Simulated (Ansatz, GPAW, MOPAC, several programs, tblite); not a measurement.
**MgBrF (a single layer) from cheap methods to r2SCAN**

How much accuracy does each second buy? MgBrF as a single layer in vacuum is computed with 9 methods, from the cheapest up to r2SCAN.

Computed with MOPAC, tblite, GPAW, Ansatz (versions at each run) (no spin polarisation, static lattice; gaps from single points on the cell relaxed beforehand with r²SCAN, unless a step's input says otherwise).

## 1. The starting structure

It takes space group P3m1 (No. 156, trigonal). Conventional cell: a = 3.405 Å, b = 3.405 Å, c = 29.374 Å, α = 90.00°, β = 90.00°, γ = 120.00°. Mg (site symmetry 3m) is surrounded by 3 F at 2.20 Å and 3 Br at 2.65 Å. F (site symmetry 3m) has 3 Mg at 2.20 Å as nearest neighbours. Br (site symmetry 3m) is surrounded by 3 Mg at 2.65 Å.

Coordinates:

```cif
data_structure
_symmetry_space_group_name_H-M 'P 1'
_symmetry_Int_Tables_number 1
_cell_length_a 3.4049
_cell_length_b 3.4049
_cell_length_c 29.3742
_cell_angle_alpha 90.000
_cell_angle_beta 90.000
_cell_angle_gamma 120.000
_cell_volume 294.91
loop_
_atom_site_label
_atom_site_type_symbol
_atom_site_fract_x
_atom_site_fract_y
_atom_site_fract_z
_atom_site_occupancy
Mg1 Mg 0.33333 0.66667 0.31515 1
F1 F 0.66667 0.33333 0.34915 1
Br1 Br 0.66667 0.33333 0.25487 1
```

The cell holds a single layer (2H monolayer (Janus)) with vacuum along c; the form is built, and need not be the compound's stable one.

**Question.** The methods are PM6, PM7, GFN1-xTB (tblite), GFN2-xTB (tblite), PBE/single-zeta, coarse PBE, GLLB-SC, PBE, r2SCAN. What gap does r2SCAN give on this cell, and which other methods (full PBE left aside) come nearest to r2SCAN and farthest in gap?

| quantity | value |
| --- | --- |
| r2SCAN | gap 2.55 eV |
| gap: nearest and farthest of the other methods | coarse PBE (-0.56 eV), PM7 (+2.98 eV) |

In words: Among the 7 methods compared for the gap (full PBE left aside), coarse PBE is nearest to r2SCAN and PM7 farthest. A minimal basis or a coarse cutoff and mesh shifts results by its own error, so closeness to r2SCAN can be chance. Cluster runs see only the k-points that fold onto the zone centre, so their gaps can miss the band edges. GLLB-SC is compared with its derivative discontinuity added. CPU times run from 0.49 s (PM7) to 64 s (GLLB-SC). On this cell GLLB-SC cost more than r2SCAN itself (39 s), so it is no saving here. r2SCAN is a yardstick, not the truth: it usually gives gaps below the measured ones.
